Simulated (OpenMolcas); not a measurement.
# HBr (hydrogen bromide): FNO-MP2/ANO-RCC-VDZP (DKH3, Cholesky decomposition, virtual fraction 0.6)

Aim: the energy change on altering one bond length of HBr (hydrogen bromide) at FNO-MP2/ANO-RCC-VDZP (DKH3, Cholesky decomposition, virtual fraction 0.6), from 2 runs. 

The results are computed with OpenMolcas 26.06.

5 further runs of the same task are left out: 1 that didn't finish, 4 set aside as unsound or not needed.

### 1 Starting point

HBr has 2 atoms, charge 0, and is taken as a singlet. SMILES: `Br`. The shape is that of a GFN2-xTB optimisation.

Bond lengths: Br1–H2 1.401 Å.

### 2 A single-point energy at FNO-MP2/ANO-RCC-VDZP (DKH3, Cholesky decomposition, virtual fraction 0.6)

File test.input:

```
>>> EXPORT MOLCAS_PRINT=2
&gateway
coord
2
angstrom
Br      -0.594900       0.214950      -0.300840
H        0.594900      -0.214950       0.300840
basis=ANO-RCC-VDZP
group=NoSym
&seward
medium
relativistic=R03O02
expert
&scf
prorbitals=1 2
&mbpt2
fnomp2=0.6
domp2
frozen=9
```

The run is started by

```sh
export MOLCAS_MEM=1860
pymolcas test.input > test.log
```

Standard output:

```text
--- Start Module: gateway ---
[...]
--- Stop Module: gateway /rc=_RC_ALL_IS_WELL_ ---
[...]
 ###    WARNING:  EXPERT option is ON!                                       ###
 ###############################################################################
               SEWARD will generate:
[...]
      Basis functions           32
[...]
--- Start Module: scf ---
[...]
       Convergence after   9 Iterations
[...]
::    Total SCF energy                              -2605.1140187842
[...]
      Total spin, S                                     0.0000000000
[...]
      Total electronic charge=   36.000000
      Total            charge=   -0.000000
[...]
      Dipole Moment (debye):
      Origin of the operator (angstrom)=   -0.5799    0.2095   -0.2933
                   X=  7.7228E-01               Y= -2.7904E-01               Z=  3.9054E-01           Total=  9.0929E-01
      Quadrupole Moment (debye*angstrom):
[...]
--- Stop Module: scf /rc=_RC_ALL_IS_WELL_ ---
--- Start Module: mbpt2 ---
[...]
WARNING!
Default frozen orbitals as non valence orbitals is overwritten by user input.
Default values:  14
[...]
       Reference weight ( Cref**2 )         =        0.94974
::    Total MBPT2 energy                            -2605.2371720161
[...]
--- Stop Module: mbpt2 /rc=_RC_ALL_IS_WELL_ ---
[...]
```

Wall time 3.9 s (1 thread of Arm Neoverse V1, shared host).

### 3 The distorted shape at the same level

File test.input:

```
&GATEWAY
Coord
2
angstrom
Br      -0.586382       0.216618      -0.319714
H        0.584943      -0.216643       0.262507
Basis=ANO-RCC-VDZP
Group=NoSym
&SEWARD
Medium
Relativistic=R03O02
Expert
&SCF
PrOrbitals=1 2
&MBPT2
FNOMP2=0.6
DoMP2
Frozen=9
```

The run is started by

```sh
export MOLCAS_MEM=1860
pymolcas test.input > test.log
```

Standard output:

```text
--- Start Module: gateway ---
[...]
--- Stop Module: gateway /rc=_RC_ALL_IS_WELL_ ---
[...]
 ###    WARNING:  EXPERT option is ON!                                       ###
 ###############################################################################
               SEWARD will generate:
[...]
      Basis functions           32
[...]
--- Start Module: scf ---
[...]
       Convergence after   9 Iterations
[...]
::    Total SCF energy                              -2605.1135028247
[...]
      Total spin, S                                     0.0000000000
[...]
      Total electronic charge=   36.000000
      Total            charge=   -0.000000
[...]
      Dipole Moment (debye):
      Origin of the operator (angstrom)=   -0.5716    0.2112   -0.3124
                   X=  7.5657E-01               Y= -2.7985E-01               Z=  3.7606E-01           Total=  8.9002E-01
      Quadrupole Moment (debye*angstrom):
[...]
--- Stop Module: scf /rc=_RC_ALL_IS_WELL_ ---
--- Start Module: mbpt2 ---
[...]
WARNING!
Default frozen orbitals as non valence orbitals is overwritten by user input.
Default values:  14
[...]
       Reference weight ( Cref**2 )         =        0.95010
::    Total MBPT2 energy                            -2605.2362823245
[...]
--- Stop Module: mbpt2 /rc=_RC_ALL_IS_WELL_ ---
[...]
```

Run time: 3.9 s. Hardware: 1 thread of Arm Neoverse V1, shared host.

### 4 Results

Level: FNO-MP2/ANO-RCC-VDZP (DKH3, Cholesky decomposition, virtual fraction 0.6), 9 core orbitals frozen.

| quantity | value |
| --- | --- |
| first shape: total energy | -2605.23717 Eh |
| first shape: dipole moment (mean-field density) | 0.91 D |
| first shape: HOMO energy (Hartree–Fock orbitals) | -11.80 eV |
| first shape: LUMO energy (Hartree–Fock orbitals) | 2.12 eV |
| first shape: HOMO–LUMO gap (Hartree–Fock orbitals) | 13.92 eV |
| first shape: correlation energy (9 core orbitals frozen) | -123.2 mEh |
| distorted shape: total energy | -2605.23628 Eh |
| distorted shape: dipole moment (mean-field density) | 0.89 D |
| distorted shape: HOMO energy (Hartree–Fock orbitals) | -11.81 eV |
| distorted shape: LUMO energy (Hartree–Fock orbitals) | 2.17 eV |
| distorted shape: HOMO–LUMO gap (Hartree–Fock orbitals) | 13.98 eV |
| distorted shape: correlation energy (9 core orbitals frozen) | -122.8 mEh |
| energy change with the Br1–H2 bond shortened from 1.401 to 1.378 Å | 0.024 eV |

What this shows: With the Br1–H2 bond shortened from 1.401 to 1.378 Å the energy rises by 0.02 eV (2.3 kJ/mol). The first shape isn't relaxed at this level, so the change isn't measured from a minimum.
